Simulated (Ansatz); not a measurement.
# YTlInC6N6: the cost of one run

Program: Ansatz 0.2.0. Level of theory: DFT PBE, scalar-relativistic, plane waves, PAW. These are calculated values, not measurements.

## Step 1: The structure to begin with

It takes space group F-43m (No. 216, cubic). The conventional cell has a = 10.762 Å, b = 10.762 Å, c = 10.762 Å, α = 90.00°, β = 90.00°, γ = 90.00°. Y (site symmetry -43m) has 6 N at 2.21 Å in its first shell of neighbours. Around Tl (site symmetry -43m) lie 12 N at 3.84 Å and 12 C at 3.87 Å. In (site symmetry -43m) has 6 C at 2.00 Å in its first shell of neighbours. C (site symmetry 2mm) has 1 N at 1.17 Å and 1 In at 2.00 Å in its first shell of neighbours. N (site symmetry 2mm) is surrounded by 1 C at 1.17 Å.

Structure file:

```xyz
15
Lattice="0.0000 5.3810 5.3810 5.3810 0.0000 5.3810 5.3810 5.3810 0.0000" Properties=species:S:1:pos:R:3 pbc="T T T"
Y     5.3810    5.3810    5.3810
Tl    8.0715    8.0715    8.0715
In    0.0000    0.0000    0.0000
C     2.0010    5.3810    5.3810
C     5.3810    5.3810    2.0010
C     5.3810    8.7610    5.3810
C     8.7610    5.3810    5.3810
C     5.3810    5.3810    8.7610
C     5.3810    2.0010    5.3810
N     3.1710    5.3810    5.3810
N     5.3810    5.3810    3.1710
N     5.3810    7.5910    5.3810
N     7.5910    5.3810    5.3810
N     5.3810    5.3810    7.5910
N     5.3810    3.1710    5.3810
```

A structure generator made this guess: cyanide-bridged rock-salt net of two metals, 1 guest cations a cell (F-43m, No. 216). Lengths come from tabulated atomic sizes and are only a guess.

## Step 2: A first look at the guess

The input, input.yaml:

```yaml
crystal:
  lattice:
    - [0.0, 5.381, 5.381]
    - [5.381, 0.0, 5.381]
    - [5.381, 5.381, 0.0]
  atoms:
    - { symbol: "Y", position: [0.5, 0.5, 0.5] }
    - { symbol: Tl, position: [0.75, 0.75, 0.75] }
    - { symbol: In, position: [0.0, 0.0, 0.0] }
    - { symbol: C, position: [0.81406802, 0.18593198, 0.18593198] }
    - { symbol: C, position: [0.18593198, 0.18593198, 0.81406802] }
    - { symbol: C, position: [0.81406802, 0.18593198, 0.81406802] }
    - { symbol: C, position: [0.18593198, 0.81406802, 0.81406802] }
    - { symbol: C, position: [0.81406802, 0.81406802, 0.18593198] }
    - { symbol: C, position: [0.18593198, 0.81406802, 0.18593198] }
    - { symbol: "N", position: [0.70535217, 0.29464783, 0.29464783] }
    - { symbol: "N", position: [0.29464783, 0.29464783, 0.70535217] }
    - { symbol: "N", position: [0.70535217, 0.29464783, 0.70535217] }
    - { symbol: "N", position: [0.29464783, 0.70535217, 0.70535217] }
    - { symbol: "N", position: [0.70535217, 0.70535217, 0.29464783] }
    - { symbol: "N", position: [0.29464783, 0.70535217, 0.29464783] }
basis:
  ecutwfc: 420
kpoints:
  mp_grid: { grid: [4, 4, 4] }
hamiltonian:
  xc: pbe
scf:
  occupations: { method: gaussian, width: 0.1 }
  lower_state_search: "off"
output:
  forces: true
  stress: true
  eigenvalues: true
```

Run with:

```console
$ ansatz run input.yaml --threads 1 --pin off --max-ram 2560MiB --backend cpu --events-out ev --progress --plain --runs-dir out
```

Q: Estimate wall time and peak memory on 1 thread of Intel Xeon Platinum 8259CL at 2.50GHz (Skylake/Cascade Lake), shared host.

About 13 s, with a peak of 0.64 GiB.
